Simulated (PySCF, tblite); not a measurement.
# C₇H₇NO₂: vibronic structure

Aim: compute the vibronic structure of C₇H₇NO₂ (`Nc1cccc(O)c(=O)c1`).

Programs: tblite 0.8.0 and PySCF 2.14.0, with routines of our own; each step states its level. All values are computed. Atoms count from 0.

## 1. The starting structure

17 atoms, charge 0, multiplicity 1; geometry from: force field or distance geometry start.

## 2. Geometry optimisation with GFN2-xTB

The job: settings as JSON, then the geometry in Å.

```
{"job": {"kind": "relax", "xc": "GFN2-xTB", "basis": "xTB"}, "charge": 0, "multiplicity": 1}
N     -2.438600    -1.102300     0.372000
C     -1.280500    -0.435600    -0.111400
C     -1.240900     0.949200    -0.042500
C     -0.126900     1.793900    -0.076600
C      1.217300     1.430500     0.063200
C      1.767200     0.162900    -0.027100
O      3.060000    -0.026300     0.459000
C      1.138200    -0.953100    -0.560100
O      1.911400    -1.812100    -1.089300
C     -0.242000    -1.240600    -0.584100
H     -2.851500    -1.952300    -0.082600
H     -2.914100    -0.682800     1.233300
H     -2.225700     1.445500     0.033000
H     -0.314400     2.851500    -0.201400
H      1.919700     2.241000     0.237900
H      3.170600    -0.493100     1.387500
H     -0.557000    -2.164200    -1.020700
```

On the command line:

```bash
OMP_NUM_THREADS=1 python excited_run.py task.json out
```

The driver reads the jobs from task.json and runs them one after another.

Log:

```text
step      E/eV     max force
  0    -802.51972    4.726
  1    -803.08653    2.692
  2    -803.25204    1.177
  3    -803.33698    0.775
  4    -803.39770    0.583
  5    -803.44912    0.669
  6    -803.49053    0.683
  7    -803.53944    0.652
  8    -803.59882    0.789
  9    -803.67059    0.625
 10    -803.73899    0.722
 11    -803.80050    0.788
 12    -803.86893    0.942
 13    -803.81723    2.519
 14    -803.97826    0.671
 15    -804.02372    0.558
 16    -804.12858    0.806
 17    -804.17008    0.645
 18    -804.24421    0.758
 19    -804.27687    0.657
 20    -804.30293    0.700
 21    -804.33051    0.333
 22    -804.34448    0.411
 23    -804.36417    0.405
 24    -804.38447    0.400
 25    -804.40653    0.412
 26    -804.42655    0.440
 27    -804.44458    0.415
 28    -804.46195    0.327
 29    -804.47713    0.236
 30    -804.48635    0.192
 31    -804.49214    0.163
 32    -804.49890    0.262
 33    -804.50832    0.219
 34    -804.51794    0.359
 35    -804.52540    0.239
 36    -804.53052    0.188
 37    -804.53554    0.169
 38    -804.54166    0.185
 39    -804.54736    0.174
 40    -804.55198    0.167
 41    -804.55606    0.152
 42    -804.55948    0.177
 43    -804.56223    0.169
 44    -804.56422    0.135
 45    -804.56633    0.128
 46    -804.56899    0.135
 47    -804.57178    0.134
 48    -804.57405    0.141
 49    -804.57584    0.121
 50    -804.57744    0.139
 51    -804.57906    0.120
 52    -804.58057    0.106
 53    -804.58190    0.107
 54    -804.58324    0.084
 55    -804.58470    0.095
 56    -804.58603    0.075
 57    -804.58709    0.077
 58    -804.58804    0.078
 59    -804.58907    0.069
 60    -804.59029    0.086
 61    -804.59163    0.098
 62    -804.59284    0.088
 63    -804.59375    0.075
 64    -804.59439    0.067
 65    -804.59495    0.075
 66    -804.59550    0.104
 67    -804.59602    0.047
 68    -804.59641    0.043
 69    -804.59662    0.039
 70    -804.59685    0.037
 71    -804.59712    0.038
 72    -804.59733    0.041
 73    -804.59750    0.037
 74    -804.59764    0.028
 75    -804.59777    0.022
 76    -804.59786    0.019
 77    -804.59792    0.021
 78    -804.59797    0.021
 79    -804.59803    0.021
 80    -804.59809    0.019
 81    -804.59813    0.018
 82    -804.59816    0.016
 83    -804.59818    0.014
 84    -804.59821    0.016
 85    -804.59824    0.017
 86    -804.59827    0.011
 87    -804.59828    0.009
```

Run time: 0.62 s. Hardware: 1 thread of Arm Neoverse V1, shared host; peak memory 0.18 GiB.

Along the way: (not every step is listed)

| step | energy from step 0 (eV) | largest force (eV/Å) |
| --- | --- | --- |
| 0 | 0.0000 | 4.7255 |
| 1 | -0.5668 | 2.6921 |
| 2 | -0.7323 | 1.1766 |
| 3 | -0.8173 | 0.7753 |
| 4 | -0.8780 | 0.5829 |
| 5 | -0.9294 | 0.6693 |
| 6 | -0.9708 | 0.6831 |
| 7 | -1.0197 | 0.6515 |
| 8 | -1.0791 | 0.7895 |
| 15 | -1.5040 | 0.5577 |
| 22 | -1.8248 | 0.4108 |
| 29 | -1.9574 | 0.2365 |
| 36 | -2.0108 | 0.1880 |
| 43 | -2.0425 | 0.1686 |
| 50 | -2.0577 | 0.1395 |
| 57 | -2.0674 | 0.0765 |
| 64 | -2.0747 | 0.0670 |
| 71 | -2.0774 | 0.0383 |
| 78 | -2.0783 | 0.0210 |
| 82 | -2.0784 | 0.0156 |
| 83 | -2.0785 | 0.0142 |
| 84 | -2.0785 | 0.0157 |
| 85 | -2.0785 | 0.0170 |
| 86 | -2.0785 | 0.0112 |
| 87 | -2.0786 | 0.0093 |

Close pairs (by a distance rule), those that changed most:

| bond | before (Å) | after (Å) | change (Å) |
| --- | --- | --- | --- |
| C5–C7 | 1.388 | 1.485 | +0.097 |
| N0–H11 | 1.070 | 1.004 | -0.066 |
| C5–O6 | 1.394 | 1.331 | -0.063 |
| N0–C1 | 1.421 | 1.363 | -0.058 |
| N0–H10 | 1.049 | 1.004 | -0.045 |
| O6–H15 | 1.045 | 1.002 | -0.043 |
| C2–C3 | 1.398 | 1.360 | -0.038 |
| C1–C2 | 1.387 | 1.424 | +0.037 |

The end geometry stands in the next job.

## 3. Infrared spectrum with GFN2-xTB

The job: settings as JSON, then the geometry in Å.

```
{"job": {"kind": "ir", "xc": "GFN2-xTB", "basis": "xTB"}, "charge": 0, "multiplicity": 1}
N     -2.530379    -0.988326    -0.117253
C     -1.283256    -0.443846    -0.038487
C     -1.247931     0.970796     0.117004
C     -0.171965     1.799014     0.194414
C      1.199194     1.496699     0.141017
C      1.795359     0.278373    -0.004338
O      3.123206     0.195271    -0.032119
C      1.183320    -1.067345    -0.144675
O      2.012398    -1.990414    -0.257508
C     -0.209676    -1.302771    -0.147263
H     -2.636175    -1.986651    -0.121667
H     -3.339522    -0.429515     0.083739
H     -2.223625     1.438299     0.180173
H     -0.394711     2.852001     0.315466
H      1.882268     2.332051     0.224662
H      3.284870    -0.787176    -0.143716
H     -0.450372    -2.354430    -0.259360
```

Log:

```text
mode    cm-1     km/mol
  1      76.4      1.27
  2     157.4      1.26
  3     194.1    196.78
  4     215.7     91.40
  5     315.3      1.30
  6     344.4     11.24
  7     362.0      7.59
  8     364.9      0.70
  9     437.2     23.67
 10     441.5     22.12
 11     470.0      2.33
 12     546.7      4.04
 13     599.9      0.17
 14     667.9      1.46
 15     714.9      5.83
 16     716.6      9.51
 17     789.5      1.89
 18     792.5     14.65
 19     808.2    148.23
 20     843.8     37.78
 21     887.5     43.70
 22     935.5      2.21
 23     940.1      2.08
 24    1013.1      3.19
 25    1080.9      2.89
 26    1195.3     44.75
 27    1251.8    355.56
 28    1269.9     13.48
 29    1299.3    200.32
 30    1310.2      1.78
 31    1347.2     53.45
 32    1387.5    351.07
 33    1453.6     40.26
 34    1484.4    202.33
 35    1517.7     26.34
 36    1566.5    104.96
 37    1624.6    295.65
 38    1635.7    422.12
 39    2855.0    160.18
 40    3040.8     15.80
 41    3048.6     23.35
 42    3058.1     26.68
 43    3071.8     22.68
 44    3493.7     31.28
 45    3556.8      5.84
```

It took 0.6 s on 1 thread of Arm Neoverse V1, shared host; peak memory 0.18 GiB.

Which atoms move in the most intense modes:

| cm⁻¹ | km/mol | atoms |
| --- | --- | --- |
| 194 | 196.8 | N0 31 %, H11 27 %, H10 11 % |
| 1252 | 355.6 | H12 24 %, H16 16 %, C1 11 %, H14 11 % |
| 1299 | 200.3 | H13 29 %, C5 21 %, O6 17 % |
| 1388 | 351.1 | H14 23 %, C5 21 %, H15 12 %, C7 11 % |
| 1484 | 202.3 | H11 33 %, H10 26 %, N0 15 %, C1 11 % |
| 1625 | 295.6 | C2 25 %, C3 24 %, C9 15 %, C7 12 % |
| 1636 | 422.1 | C5 27 %, C4 23 %, C7 20 % |
| 2855 | 160.2 | H15 94 % |

## 4. Vibronic structure: TDDFT PBE0/def2-SVP

The job, as its differences from that of step 3:

```diff
@@ -1,2 +1,2 @@
-{"job": {"kind": "ir", "xc": "GFN2-xTB", "basis": "xTB"}, "charge": 0, "multiplicity": 1}
+{"job": {"kind": "vib", "xc": "PBE0", "basis": "def2-SVP", "tda": false}, "charge": 0, "multiplicity": 1}
 N     -2.530379    -0.988326    -0.117253
```

Method: TDDFT PBE0/def2-SVP vertical-gradient vibronic structure (displaced harmonic oscillators, Condon), gas phase.

Log:

```text
final grid: 69048 points
cycle   1  E = -475.0722203586  dE =  2.002e+00  |g| = 9.518e-01  |ddm| = 5.218e+00
cycle   2  E = -474.3701393516  dE =  7.021e-01  |g| = 2.018e+00  |ddm| = 4.159e+00
cycle   3  E = -475.2342203673  dE = -8.641e-01  |g| = 3.234e-01  |ddm| = 3.440e+00
cycle   4  E = -475.2581469158  dE = -2.393e-02  |g| = 1.287e-01  |ddm| = 5.385e-01
cycle   5  E = -475.2618240642  dE = -3.677e-03  |g| = 5.055e-02  |ddm| = 2.021e-01
cycle   6  E = -475.2625138055  dE = -6.897e-04  |g| = 1.272e-02  |ddm| = 8.021e-02
cycle   7  E = -475.2625554557  dE = -4.165e-05  |g| = 5.413e-03  |ddm| = 2.029e-02
cycle   8  E = -475.2625617990  dE = -6.343e-06  |g| = 9.789e-04  |ddm| = 7.085e-03
cycle   9  E = -475.2625620090  dE = -2.099e-07  |g| = 5.005e-04  |ddm| = 1.718e-03
cycle  10  E = -475.2625620667  dE = -5.775e-08  |g| = 1.366e-04  |ddm| = 7.723e-04
cycle  11  E = -475.2625620712  dE = -4.449e-09  |g| = 7.615e-05  |ddm| = 2.688e-04
cycle  12  E = -475.2625620725  dE = -1.301e-09  |g| = 2.069e-05  |ddm| = 9.461e-05
cycle  13  E = -475.2625620726  dE = -1.202e-10  |g| = 6.823e-06  |ddm| = 4.221e-05
converged SCF energy = -475.2625620726

Singlet excitations (eV, f): 3.987 (0.0349)  4.125 (0.0270)  4.431 (0.0001)  4.786 (0.0002)  4.908 (0.1615)  5.522 (0.7188)

State S1  3.9866 eV  f = 0.03493  H->L 0.84, H-1->L 0.11
  relaxed dipole 5.208 D, largest gradient of the excitation energy 0.0671 Eh/bohr
  mode    cm-1        S   lambda/meV  Raman
   35   1517.7    0.8273     155.7   1.000
   33   1453.6    0.2754      49.6   0.305
   34   1484.4    0.2530      46.6   0.292
   10    441.5    0.6773      37.1   0.069
   31   1347.2    0.2186      36.5   0.208
    6    344.4    0.5773      24.6   0.036
   16    716.6    0.2494      22.2   0.067
   38   1635.7    0.1067      21.6   0.150
    5    315.3    0.3128      12.2   0.016
    7    362.0    0.2648      11.9   0.018
   39   2855.0    0.0228       8.1   0.098
   26   1195.3    0.0465       6.9   0.035
  reorganisation energy 0.4577 eV, total S 4.174, 0-0 3.5289 eV
  absorption maximum 3.949 eV, width 0.594 eV

State S5  4.9085 eV  f = 0.16150  H->L+1 0.44, H-1->L+1 0.40, H-1->L 0.10
  relaxed dipole 6.072 D, largest gradient of the excitation energy 0.0470 Eh/bohr
  mode    cm-1        S   lambda/meV  Raman
   36   1566.5    0.4608      89.5   1.000
    5    315.3    0.9128      35.7   0.080
   14    667.9    0.3775      31.3   0.149
   32   1387.5    0.1491      25.6   0.254
    6    344.4    0.5904      25.2   0.062
   38   1635.7    0.0966      19.6   0.228
   23    940.1    0.1200      14.0   0.094
    7    362.0    0.2036       9.1   0.024
   39   2855.0    0.0206       7.3   0.149
    3    194.1    0.2449       5.9   0.008
   33   1453.6    0.0264       4.8   0.049
   26   1195.3    0.0266       3.9   0.034
  reorganisation energy 0.2870 eV, total S 3.432, 0-0 4.6215 eV
  absorption maximum 4.861 eV, width 0.464 eV

State S6  5.5224 eV  f = 0.71877  H-1->L+1 0.53, H->L+1 0.25, H-1->L 0.12
  relaxed dipole 6.315 D, largest gradient of the excitation energy 0.0426 Eh/bohr
  mode    cm-1        S   lambda/meV  Raman
   33   1453.6    0.1497      27.0   1.000
   14    667.9    0.2568      21.3   0.362
   31   1347.2    0.1095      18.3   0.628
    6    344.4    0.3351      14.3   0.126
   29   1299.3    0.0727      11.7   0.388
   34   1484.4    0.0448       8.3   0.312
   28   1269.9    0.0430       6.8   0.219
   24   1013.1    0.0515       6.5   0.167
   38   1635.7    0.0246       5.0   0.208
   16    716.6    0.0511       4.5   0.083
   25   1080.9    0.0338       4.5   0.125
   32   1387.5    0.0170       2.9   0.104
  reorganisation energy 0.1437 eV, total S 1.346, 0-0 5.3787 eV
  absorption maximum 5.381 eV, width 0.210 eV

State T1  2.5553 eV  f = 0.00000  H->L 0.90
  relaxed dipole 4.762 D, largest gradient of the excitation energy 0.0861 Eh/bohr
  mode    cm-1        S   lambda/meV  Raman
   35   1517.7    0.8286     155.9   1.000
   37   1624.6    0.2024      40.8   0.280
   33   1453.6    0.1920      34.6   0.213
   10    441.5    0.6027      33.0   0.062
   34   1484.4    0.1385      25.5   0.160
   38   1635.7    0.1139      23.1   0.160
   31   1347.2    0.1140      19.0   0.108
   36   1566.5    0.0968      18.8   0.124
   32   1387.5    0.0625      10.7   0.063
   16    716.6    0.0912       8.1   0.025
   26   1195.3    0.0443       6.6   0.033
    7    362.0    0.1164       5.2   0.008
  reorganisation energy 0.4069 eV, total S 2.959, 0-0 2.1484 eV
  absorption maximum 2.528 eV, width 0.480 eV
```

It took 58 s on 1 thread of Arm Neoverse V1, shared host; peak memory 0.99 GiB.

Orbitals, density, ELF and potential are computed afterwards from the orbital file.

Frontier orbitals at PBE0/def2-SVP, with the share of their density that lies nearest to each atom:

| orbital | energy (eV) | lies on |
| --- | --- | --- |
| HOMO | -6.26 | O8 21 %; C9 18 %; C2 14 % |
| LUMO | -1.60 | C5 23 %; C2, C3 about 16 % each; C9 13 % |

ELF in a plane through or near 17 of the atoms.

Ten even steps from '0' (0.00) to '9' (1.00):
```
0000000000000000000000000000
0000000000000000000000000000
0000000000000210000000000000
0000000000008996000000000000
0000000362019997001100000000
0000006999407993069970000000
0000006999856236599981000000
0000000277439384389810000000
0000243017754244362028860000
0001688762351016754489982000
0001685381273036618469860000
0000268743874838847246200000
0000169912543942502899500000
0000022268484389940799700000
0000000488484089980055100000
0000000147885039960000000000
0000000001331001100000000000
0000000000000000000000000000
0000000000000000000000000000
0000000000000000000000000000
```
The map spans 11.9 Å across and 11.0 Å up, centred on the molecule. Atoms in the plane (x, y in Å): N0 (2.7, -0.6), C1 (1.3, -0.2), C2 (1.1, 1.2), C3 (-0.1, 1.8), C4 (-1.4, 1.3), C5 (-1.8, 0.0), O6 (-3.1, -0.3), C7 (-1.0, -1.3), O8 (-1.7, -2.3), C9 (0.4, -1.3), H10 (2.9, -1.5), H11 (3.4, 0.1), H12 (2.0, 1.8), H13 (-0.1, 2.9), H14 (-2.2, 2.0), H15 (-3.1, -1.3), H16 (0.8, -2.3).

On the surface of density 0.002 e/bohr³ the electrostatic potential runs, from the 1st to the 99th percentile, from -1.95 V near O8 to 2.26 V near H11.

## 5. What came out

| quantity | value |
| --- | --- |
| strongest single infrared mode (GFN2-xTB) | 1636 cm⁻¹, 422 km/mol |
| zero-point energy (GFN2-xTB) | 78.9 kcal/mol |
| S1: vertical, reorganisation, 0-0, total S (step 4, TDDFT PBE0/def2-SVP, modes from GFN2-xTB) | 3.99, 0.46, 3.53 eV; 4.2 |
| S5: vertical, reorganisation, 0-0, total S (step 4, TDDFT PBE0/def2-SVP, modes from GFN2-xTB) | 4.91, 0.29, 4.62 eV; 3.4 |
| S6: vertical, reorganisation, 0-0, total S (step 4, TDDFT PBE0/def2-SVP, modes from GFN2-xTB) | 5.52, 0.14, 5.38 eV; 1.3 |
| surface potential, 1st and 99th percentile | -1.95 V and 2.26 V |

All 45 modes are real, so the xTB geometry is a minimum. The strongest single mode, at 1636 cm⁻¹, has its largest shares on C5, C4 and C7 (the list is cut at 3 atoms). Unscaled tight-binding wavenumbers are off by several per cent, some by more. Its intensities can rank the bands wrongly. The vibronic model keeps the ground-state modes (from xTB) and shifts them along the gradient alone, so it can miss much of the relaxation that a full optimisation finds. At PBE0/def2-SVP, counted by nearest atom on the grid, the HOMO lies on O8 21 %; C9 18 %, the LUMO on C5 23 %; C2, C3 about 16 % each.
